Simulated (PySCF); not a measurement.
# H6OSSi2: the cost of one run

Programs: PySCF 2.14.0, with density-fitted response routines of our own. Each step states its level of theory. These are calculated values for one molecule in the gas phase, unless marked as measured. Atoms are numbered from 0 throughout.

### Step 1. Starting geometry

10 atoms, charge 0, multiplicity 1; geometry from: PBE0-D3(BJ)/def2-SVP.

Bonds of the start (Å): O0–Si1 1.66, Si1–S2 2.16, S2–Si3 2.15, O0–H4 0.96, Si1–H5 1.49, Si1–H6 1.49, Si3–H7 1.49, Si3–H8 1.49, Si3–H9 1.49.

### Step 2. Shielding tensors: PBE0/pcSseg-2

The job: settings as JSON, then the geometry in Å.

```
{"job": {"kind": "nmr", "xc": "PBE0", "basis": "pcSseg-2", "pop": false}, "charge": 0, "multiplicity": 1}
O      2.752831    -0.587068    -0.060898
Si     1.101118    -0.712372    -0.059280
S      0.311739     1.145295     0.698934
Si    -1.791852     0.732017     0.546675
H      3.135999     0.259760     0.183574
H      0.587551    -0.947282    -1.439511
H      0.678553    -1.843061     0.814612
H     -2.178513     0.444245    -0.866611
H     -2.482651     1.958928     1.030355
H     -2.169864    -0.437998     1.394047
```

With the program's defaults for keys left out, this is: GIAO PBE0/pcSseg-2 NMR shielding, non-relativistic, gas phase.

Started as:

```
> OMP_NUM_THREADS=1 python probes_run.py task.json out
```

This one command runs all jobs of the session in turn.

**Question.** How long does this first job take on 1 thread of Arm Neoverse V2, shared host, and how much memory does it need?

About 24 s, with a peak of 1.1 GiB.
